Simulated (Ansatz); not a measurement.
# WSi+ (quartet): from Hartree-Fock to the top rungs, def2-SVP

An exercise on one series of results from a longer session: the logs are not shown, and one member is left open.

Computed with Ansatz 0.2.0, Gaussian basis. Level: def2-SVP, core rule «outside noble gas», up to 9 orbitals frozen.

The runs, in order: UHF; CCSD(T) on ROHF; CCSD(T) on UHF; CISD; CCSDT(Q) on ROHF; CCSDT(Q) on UHF.

20 further runs of the same task are left out: 6 for a known fault of the program, 2 that didn't finish, 12 set aside as unsound or not needed.

### What is computed

The geometry is a PBE0/def2-TZVP stationary point (not a proven minimum) of the parent state, kept for this charge and spin. No spin-orbit coupling is included. Elements past krypton take def2 core potentials.

2 atoms, charge 1, spin multiplicity 4.

Atoms are counted from 1 here; the program's logs count them from 0.

Bond lengths: W1–Si2 2.218 Å.

Set-up of the first run:

in.yaml

```yaml
crystal:
  periodic: [false, false, false]
  atoms:
    - {symbol: W, position_ang: [0.000000, 0.000000, 0.000000]}
    - {symbol: Si, position_ang: [0.000000, 0.000000, 2.218234]}
basis:
  gaussian: {orbitals: def2-SVP}
total_charge: 1
magnetization: {spin_polarized: true, initial_magnetization: 3}
hamiltonian: {xc: hf}
output: {orbitals: {seedname: orbitals}}
```

On the command line:

```console
$ ansatz run in.yaml --threads 1 --pin off --events-out ev --progress --plain --max-ram 2393MiB
```

Among the steps run: UHF; CCSD(T) on ROHF; CCSD(T) on UHF; CISD; CCSDT(Q) on ROHF; CCSDT(Q) on UHF.

One of the session's tables, all rows but one given; the rest of the session is left out.

```
   method  from RCCSDT(Q) (kcal/mol)
     RMP2                     +15.81
     UMP2                     +33.53
    RCCSD                          ?
    UCCSD                      +8.26
 RCCSD(T)                      +2.64
 UCCSD(T)                      +2.04
   RCCSDT                      +1.71
   UCCSDT                      +0.32
RCCSDT(Q)                          0
UCCSDT(Q)                      -0.92
```

**Question.** Estimate the row for RCCSD.

The run gave: from RCCSDT(Q) (kcal/mol): +12.17. In the column «from RCCSDT(Q) (kcal/mol)» it lies between UCCSD (+8.26) and RMP2 (+15.81).

Not comparable, so not listed: CISD (they don't share determinant, frozen orbitals or solution with the rows shown, or repeat one).

Left out of the table: ROHF, UHF (another determinant or state than the rows shown).

Limits of these values: The determinant is far from a pure spin state, so its energy mixes those of several spin states (harmless only where they are near-degenerate, as at dissociation). Warnings: spin contamination; coupled cluster took another determinant than the lowest; large T1 diagnostic. Restricted and unrestricted rows rest on different reference determinants; where their highest levels disagree by more than a few hundredths of an eV, they describe different states and don't form one ladder.
